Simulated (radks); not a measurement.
# Bi³⁻ held by a Watson sphere

The task here is to estimate one member of a computed series from the others.

Method: scalar-relativistic Kohn-Sham, PBEsol, spin-unpolarised, spherical densities, finite nucleus. Code: radks (a radial shooting solver on a logarithmic mesh, Libxc functionals) version 1.

### What is computed

```
element            : bismuth (Z = 83)
charge             : -3
electrons          : 86
configuration      : [Rn]
nuclear rms radius : 5.5211 fm
```

The outer shells:

Bi³⁻
```
[Xe] core
4f [↑↓][↑↓][↑↓][↑↓][↑↓][↑↓][↑↓]
5d [↑↓][↑↓][↑↓][↑↓][↑↓]
6s [↑↓]
6p [↑↓][↑↓][↑↓]
```

The first run:

Settings of this run:

```text
Z 83
configuration [Rn]
relativity scalar-relativistic
functional pbe_sol,pbe_sol
spin unpolarised
nucleus finite rms 5.5211 fm
c 137.035999084
watson charge 3 radius 3.34 bohr
response adiabatic LDA kernel
```

Among the steps run: R = 3.34 bohr; R = 4.56 bohr; R = 4.92 bohr; R = 5.1 bohr; R = 5.27 bohr; R = 6.1 bohr; R = 6.15 bohr; R = 6.34 bohr.

One of the session's tables, all rows but one given; the rest of the session is left out.

| R (bohr) | highest level (eV) | its <r> (bohr) | sum of <r²> (bohr²) | α (bohr³) |
| --- | --- | --- | --- | --- |
| 3.34 | -5.762 | 3.167 | 113.5 | 84.02 |
| 4.56 | -4.181 | 3.652 | 138.2 | 176.1 |
| 4.92 | ? | ? | ? | ? |
| 5.1 | -3.645 | 3.855 | 150.1 | 239.7 |
| 5.27 | -3.496 | 3.917 | 154.0 | 263.4 |
| 6.1 | -2.880 | 4.212 | 173.8 | 410.5 |
| 6.15 | -2.849 | 4.229 | 175.1 | 421.2 |
| 6.34 | -2.733 | 4.295 | 179.9 | 464.5 |

Estimate the missing values for R (bohr) = 4.92.

Worked estimate for «highest level (eV)». A straight line through the neighbours (4.56, -4.181) and (5.1, -3.645) gives -4.181 + (-3.645 + 4.181) × (4.92 − 4.56) / (5.1 − 4.56) = -3.824; a parabola fitted to 4 rows on both sides gives -3.812.

**Answer.** highest level (eV): -3.813; its <r> (bohr): 3.788; sum of <r²> (bohr²): 146.1; α (bohr³): 216.6. In «highest level (eV)» the line misses by -0.011 and the parabola by +0.001.

A wider sphere makes a shallower well, so the ion swells.
